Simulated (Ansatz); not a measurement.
Born–Oppenheimer molecular dynamics of a periodic cell of 16 atoms, WC (start crystal WC, start structure P-6m2, volume 1.1 times the crystal's). It starts from a structure without forces on its atoms.

Method: DFT PBE, scalar-relativistic, plane waves, PAW in Ansatz. Settings: accuracy low, PAW set soft_1, cutoff 420 eV, k mesh 3x3x3, fermi-dirac smearing 0.17 eV, no spin polarisation.

| Property | Result |
| --- | --- |
| ensemble | NVT, Langevin thermostat |
| time step | 1 fs |
| steps asked | 600 |
| set temperature | 300 K |
| friction | 0.02 /fs |
| temperature schedule | 600 steps to 2000 K |
| seed | 116318 |

Frames 2 fs apart, positions in Å, forces in eV/Å.

Velocities at 210 fs (Å/ps):

```
W 0.88 1.00 0.14
C 2.80 5.30 4.54
W -1.19 -0.99 -0.91
C 6.97 -13.82 -14.00
W 2.08 -2.02 -1.15
C 4.51 -0.46 -6.64
W -3.36 1.20 -0.90
C -2.97 0.25 -6.32
W 0.92 1.53 -1.72
C -2.77 -2.80 3.56
W -1.64 1.56 0.96
C 0.11 -3.50 1.73
W 0.33 2.41 -2.36
C -3.54 11.54 2.77
W 3.00 1.43 0.84
C 8.55 -1.28 -2.27
```

```xyz
16
Lattice="-2.9880 -5.1753 0.0000 4.4820 -2.5877 0.0000 0.0000 0.0000 5.8471" Properties=species:S:1:pos:R:3:forces:R:3 time_fs=210 energy_less_start_eV=1.309 T=559
W 0.054 -5.089 0.071 0.09 1.10 -2.30
C 1.617 -4.109 1.474 -0.74 -0.90 0.10
W 0.073 -5.016 2.884 0.30 -0.89 1.30
C 1.529 -4.277 4.476 -0.14 0.93 -1.09
W -1.463 -2.392 -0.021 0.71 -2.19 0.53
C 0.141 -1.569 1.456 -1.16 -0.62 -0.11
W -1.477 -2.509 2.936 1.14 0.46 -0.40
C 0.054 -1.561 4.323 0.03 -1.50 0.37
W 1.540 -2.432 0.061 0.38 -0.75 -1.88
C 3.098 -1.554 1.429 -0.46 -0.92 0.55
W 1.602 -2.468 2.926 -0.38 0.00 0.34
C 3.119 -1.754 4.342 -1.47 1.58 -0.19
W -0.052 0.048 -0.103 3.18 1.48 2.08
C -1.439 -4.212 1.416 0.05 0.49 0.34
W 0.127 0.035 2.865 -0.92 1.89 0.39
C -1.385 -4.214 4.370 -0.61 -0.17 -0.02
16
Lattice="-2.9880 -5.1753 0.0000 4.4820 -2.5877 0.0000 0.0000 0.0000 5.8471" Properties=species:S:1:pos:R:3:forces:R:3 time_fs=212 energy_less_start_eV=1.313 T=587
W 0.057 -5.085 0.071 0.10 1.02 -2.22
C 1.626 -4.102 1.482 -0.86 -0.95 -0.10
W 0.071 -5.018 2.883 0.37 -0.85 1.24
C 1.544 -4.301 4.450 -0.36 1.15 -0.79
W -1.458 -2.396 -0.023 0.67 -2.09 0.53
C 0.146 -1.575 1.444 -1.21 -0.41 0.00
W -1.483 -2.507 2.934 1.34 0.41 -0.44
C 0.050 -1.563 4.310 0.11 -1.44 0.55
W 1.543 -2.430 0.057 0.39 -0.85 -1.82
C 3.093 -1.561 1.437 -0.41 -0.76 0.36
W 1.598 -2.466 2.927 -0.27 -0.06 0.26
C 3.117 -1.760 4.345 -1.46 1.65 -0.25
W -0.052 0.054 -0.107 3.21 1.30 2.17
C -1.449 -4.191 1.422 0.23 0.25 0.18
W 0.134 0.038 2.866 -1.11 1.79 0.26
C -1.371 -4.218 4.365 -0.75 -0.15 0.06
16
Lattice="-2.9880 -5.1753 0.0000 4.4820 -2.5877 0.0000 0.0000 0.0000 5.8471" Properties=species:S:1:pos:R:3:forces:R:3 time_fs=214 energy_less_start_eV=1.305 T=607
W 0.060 -5.081 0.069 0.09 0.87 -2.10
C 1.631 -4.101 1.489 -0.96 -0.94 -0.28
W 0.069 -5.021 2.881 0.43 -0.82 1.21
C 1.561 -4.319 4.430 -0.63 1.32 -0.52
W -1.452 -2.400 -0.023 0.59 -2.03 0.53
C 0.144 -1.584 1.431 -1.20 -0.18 0.16
W -1.490 -2.504 2.934 1.59 0.34 -0.47
C 0.051 -1.570 4.309 0.13 -1.31 0.58
W 1.546 -2.429 0.052 0.37 -0.94 -1.74
C 3.090 -1.573 1.447 -0.41 -0.52 0.19
W 1.593 -2.465 2.927 -0.13 -0.11 0.25
C 3.113 -1.762 4.353 -1.42 1.67 -0.37
W -0.053 0.060 -0.109 3.27 1.11 2.25
C -1.463 -4.175 1.436 0.45 0.04 -0.06
W 0.139 0.042 2.865 -1.31 1.59 0.26
C -1.361 -4.224 4.364 -0.85 -0.09 0.11
16
Lattice="-2.9880 -5.1753 0.0000 4.4820 -2.5877 0.0000 0.0000 0.0000 5.8471" Properties=species:S:1:pos:R:3:forces:R:3 time_fs=216 energy_less_start_eV=1.308 T=646
W 0.063 -5.077 0.067 0.06 0.70 -1.94
C 1.638 -4.101 1.494 -1.09 -0.90 -0.39
W 0.068 -5.025 2.880 0.41 -0.75 1.21
C 1.575 -4.335 4.414 -0.85 1.48 -0.27
W -1.446 -2.406 -0.022 0.45 -1.95 0.51
C 0.142 -1.590 1.416 -1.19 0.01 0.36
W -1.497 -2.501 2.935 1.83 0.27 -0.50
C 0.056 -1.579 4.314 0.08 -1.11 0.52
W 1.547 -2.427 0.048 0.39 -1.03 -1.65
C 3.083 -1.587 1.458 -0.34 -0.24 -0.02
W 1.588 -2.461 2.927 -0.01 -0.23 0.20
C 3.108 -1.760 4.359 -1.37 1.66 -0.46
W -0.054 0.065 -0.111 3.30 0.96 2.31
C -1.480 -4.161 1.457 0.70 -0.14 -0.38
W 0.143 0.046 2.864 -1.51 1.37 0.34
C -1.358 -4.224 4.365 -0.86 -0.10 0.15
16
Lattice="-2.9880 -5.1753 0.0000 4.4820 -2.5877 0.0000 0.0000 0.0000 5.8471" Properties=species:S:1:pos:R:3:forces:R:3 time_fs=218 energy_less_start_eV=1.313 T=656
W 0.065 -5.071 0.063 0.01 0.55 -1.76
C 1.642 -4.102 1.502 -1.20 -0.86 -0.55
W 0.068 -5.030 2.877 0.33 -0.63 1.25
C 1.580 -4.343 4.398 -0.94 1.56 0.01
W -1.439 -2.413 -0.022 0.28 -1.83 0.49
C 0.136 -1.594 1.399 -1.12 0.14 0.57
W -1.505 -2.498 2.939 2.09 0.25 -0.53
C 0.075 -1.591 4.320 -0.14 -0.86 0.50
W 1.548 -2.425 0.043 0.41 -1.11 -1.54
C 3.076 -1.599 1.472 -0.29 0.01 -0.25
W 1.583 -2.457 2.927 0.09 -0.35 0.14
C 3.104 -1.753 4.360 -1.27 1.59 -0.45
W -0.055 0.070 -0.111 3.29 0.86 2.29
C -1.496 -4.144 1.483 0.91 -0.35 -0.74
W 0.145 0.049 2.864 -1.66 1.19 0.43
C -1.362 -4.221 4.370 -0.78 -0.14 0.15
16
Lattice="-2.9880 -5.1753 0.0000 4.4820 -2.5877 0.0000 0.0000 0.0000 5.8471" Properties=species:S:1:pos:R:3:forces:R:3 time_fs=220 energy_less_start_eV=1.316 T=620
W 0.068 -5.066 0.058 -0.04 0.41 -1.59
C 1.642 -4.102 1.514 -1.25 -0.84 -0.74
W 0.068 -5.034 2.874 0.25 -0.52 1.35
C 1.578 -4.344 4.395 -0.91 1.57 0.13
W -1.433 -2.420 -0.021 0.07 -1.70 0.46
C 0.118 -1.599 1.381 -0.90 0.25 0.78
W -1.513 -2.496 2.942 2.29 0.24 -0.55
C 0.095 -1.608 4.325 -0.41 -0.54 0.50
W 1.549 -2.423 0.038 0.40 -1.19 -1.40
C 3.077 -1.608 1.485 -0.33 0.18 -0.46
W 1.580 -2.455 2.927 0.17 -0.41 0.11
C 3.101 -1.745 4.361 -1.17 1.49 -0.43
W -0.056 0.076 -0.109 3.27 0.72 2.21
C -1.509 -4.131 1.505 1.08 -0.50 -1.05
W 0.147 0.051 2.866 -1.82 1.01 0.48
C -1.367 -4.219 4.371 -0.71 -0.17 0.20
16
Lattice="-2.9880 -5.1753 0.0000 4.4820 -2.5877 0.0000 0.0000 0.0000 5.8471" Properties=species:S:1:pos:R:3:forces:R:3 time_fs=222 energy_less_start_eV=1.332 T=591
W 0.072 -5.060 0.054 -0.09 0.29 -1.47
C 1.636 -4.100 1.525 -1.22 -0.85 -0.92
W 0.069 -5.036 2.868 0.17 -0.43 1.50
C 1.574 -4.341 4.395 -0.81 1.54 0.20
W -1.425 -2.427 -0.019 -0.16 -1.58 0.41
C 0.094 -1.602 1.363 -0.57 0.33 1.02
W -1.519 -2.493 2.946 2.44 0.26 -0.58
C 0.112 -1.627 4.329 -0.65 -0.21 0.48
W 1.551 -2.420 0.033 0.36 -1.25 -1.22
C 3.082 -1.612 1.493 -0.41 0.28 -0.59
W 1.577 -2.453 2.927 0.25 -0.43 0.06
C 3.100 -1.735 4.364 -1.12 1.38 -0.47
W -0.057 0.081 -0.107 3.29 0.61 2.15
C -1.514 -4.121 1.523 1.13 -0.61 -1.28
W 0.150 0.055 2.869 -1.94 0.83 0.47
C -1.370 -4.219 4.370 -0.66 -0.17 0.25
16
Lattice="-2.9880 -5.1753 0.0000 4.4820 -2.5877 0.0000 0.0000 0.0000 5.8471" Properties=species:S:1:pos:R:3:forces:R:3 time_fs=224 energy_less_start_eV=1.365 T=586
W 0.076 -5.054 0.050 -0.14 0.19 -1.37
C 1.630 -4.094 1.531 -1.17 -0.89 -1.01
W 0.070 -5.036 2.863 0.10 -0.35 1.66
C 1.569 -4.342 4.401 -0.70 1.55 0.16
W -1.419 -2.433 -0.018 -0.39 -1.48 0.33
C 0.068 -1.607 1.348 -0.21 0.46 1.24
W -1.523 -2.491 2.949 2.51 0.32 -0.57
C 0.126 -1.649 4.336 -0.89 0.17 0.42
W 1.553 -2.417 0.027 0.33 -1.30 -1.02
C 3.088 -1.608 1.499 -0.49 0.27 -0.69
W 1.574 -2.450 2.927 0.36 -0.44 0.00
C 3.100 -1.724 4.366 -1.05 1.25 -0.48
W -0.058 0.085 -0.104 3.28 0.52 2.07
C -1.514 -4.109 1.537 1.11 -0.76 -1.43
W 0.153 0.058 2.873 -2.03 0.69 0.43
C -1.372 -4.216 4.372 -0.62 -0.22 0.26
16
Lattice="-2.9880 -5.1753 0.0000 4.4820 -2.5877 0.0000 0.0000 0.0000 5.8471" Properties=species:S:1:pos:R:3:forces:R:3 time_fs=226 energy_less_start_eV=1.397 T=704
W 0.080 -5.048 0.046 -0.19 0.10 -1.26
C 1.621 -4.093 1.527 -1.08 -0.84 -0.92
W 0.073 -5.037 2.859 0.01 -0.24 1.83
C 1.565 -4.341 4.411 -0.57 1.56 0.03
W -1.413 -2.440 -0.015 -0.60 -1.37 0.25
C 0.043 -1.613 1.338 0.17 0.61 1.43
W -1.526 -2.488 2.953 2.53 0.39 -0.55
C 0.139 -1.671 4.345 -1.11 0.55 0.31
W 1.554 -2.413 0.021 0.33 -1.35 -0.78
C 3.094 -1.600 1.504 -0.56 0.19 -0.74
W 1.571 -2.447 2.928 0.45 -0.46 -0.11
C 3.101 -1.706 4.369 -0.99 1.07 -0.49
W -0.058 0.090 -0.100 3.24 0.44 2.00
C -1.514 -4.094 1.552 1.08 -0.95 -1.56
W 0.156 0.062 2.877 -2.12 0.58 0.43
C -1.373 -4.212 4.385 -0.60 -0.26 0.13
16
Lattice="-2.9880 -5.1753 0.0000 4.4820 -2.5877 0.0000 0.0000 0.0000 5.8471" Properties=species:S:1:pos:R:3:forces:R:3 time_fs=228 energy_less_start_eV=1.419 T=660
W 0.082 -5.043 0.042 -0.25 0.04 -1.15
C 1.601 -4.094 1.520 -0.85 -0.79 -0.79
W 0.076 -5.038 2.854 -0.14 -0.12 2.03
C 1.559 -4.337 4.423 -0.41 1.54 -0.12
W -1.408 -2.446 -0.011 -0.87 -1.23 0.14
C 0.016 -1.616 1.335 0.55 0.71 1.55
W -1.530 -2.484 2.957 2.52 0.41 -0.57
C 0.151 -1.688 4.351 -1.32 0.83 0.24
W 1.554 -2.410 0.015 0.32 -1.37 -0.55
C 3.097 -1.588 1.503 -0.60 0.06 -0.74
W 1.569 -2.444 2.927 0.51 -0.48 -0.19
C 3.102 -1.686 4.372 -0.96 0.87 -0.52
W -0.059 0.096 -0.096 3.20 0.35 1.93
C -1.514 -4.086 1.563 1.05 -1.02 -1.63
W 0.161 0.067 2.880 -2.26 0.51 0.47
C -1.381 -4.205 4.405 -0.50 -0.33 -0.10
16
Lattice="-2.9880 -5.1753 0.0000 4.4820 -2.5877 0.0000 0.0000 0.0000 5.8471" Properties=species:S:1:pos:R:3:forces:R:3 time_fs=230 energy_less_start_eV=1.414 T=690
W 0.084 -5.040 0.038 -0.33 0.05 -1.08
C 1.580 -4.102 1.511 -0.59 -0.63 -0.61
W 0.079 -5.038 2.849 -0.27 -0.03 2.21
C 1.551 -4.325 4.433 -0.22 1.44 -0.28
W -1.403 -2.451 -0.007 -1.10 -1.02 0.09
C -0.003 -1.616 1.340 0.82 0.76 1.56
W -1.533 -2.478 2.961 2.49 0.39 -0.61
C 0.158 -1.698 4.359 -1.46 1.06 0.12
W 1.552 -2.408 0.009 0.33 -1.38 -0.33
C 3.095 -1.575 1.495 -0.59 -0.10 -0.62
W 1.565 -2.441 2.925 0.55 -0.52 -0.26
C 3.106 -1.671 4.377 -0.97 0.74 -0.58
W -0.059 0.102 -0.091 3.15 0.25 1.86
C -1.508 -4.083 1.570 0.96 -1.01 -1.64
W 0.166 0.072 2.881 -2.39 0.47 0.53
C -1.390 -4.191 4.427 -0.40 -0.46 -0.37
16
Lattice="-2.9880 -5.1753 0.0000 4.4820 -2.5877 0.0000 0.0000 0.0000 5.8471" Properties=species:S:1:pos:R:3:forces:R:3 time_fs=232 energy_less_start_eV=1.382 T=775
W 0.085 -5.036 0.033 -0.39 0.06 -1.02
C 1.563 -4.116 1.504 -0.37 -0.38 -0.50
W 0.080 -5.039 2.845 -0.37 0.05 2.36
C 1.543 -4.305 4.438 -0.04 1.28 -0.37
W -1.400 -2.457 -0.005 -1.27 -0.72 0.11
C -0.016 -1.613 1.351 0.99 0.72 1.49
W -1.536 -2.470 2.965 2.49 0.31 -0.67
C 0.159 -1.704 4.371 -1.50 1.22 -0.06
W 1.550 -2.405 0.003 0.33 -1.39 -0.12
C 3.087 -1.561 1.488 -0.51 -0.30 -0.52
W 1.561 -2.438 2.922 0.55 -0.54 -0.26
C 3.108 -1.656 4.382 -0.99 0.65 -0.65
W -0.060 0.110 -0.086 3.11 0.14 1.80
C -1.496 -4.083 1.572 0.79 -0.97 -1.55
W 0.170 0.077 2.882 -2.49 0.48 0.58
C -1.399 -4.175 4.450 -0.32 -0.62 -0.65
```

Of the whole run (600 fs, mean temperature of the second half 1265 K): The schedule's set-point averaged 1575 K over the second half and the system 1265 K, so it lags behind the ramp. A run of 0.6 ps of so small a system gives no equilibrium averages. Limits of this set-up: coarse k mesh, low accuracy level.

The run took 31 min on 2 threads of AMD EPYC 9R45 96-Core Processor (Zen 5) (shared host), peak memory 0.82 GiB.
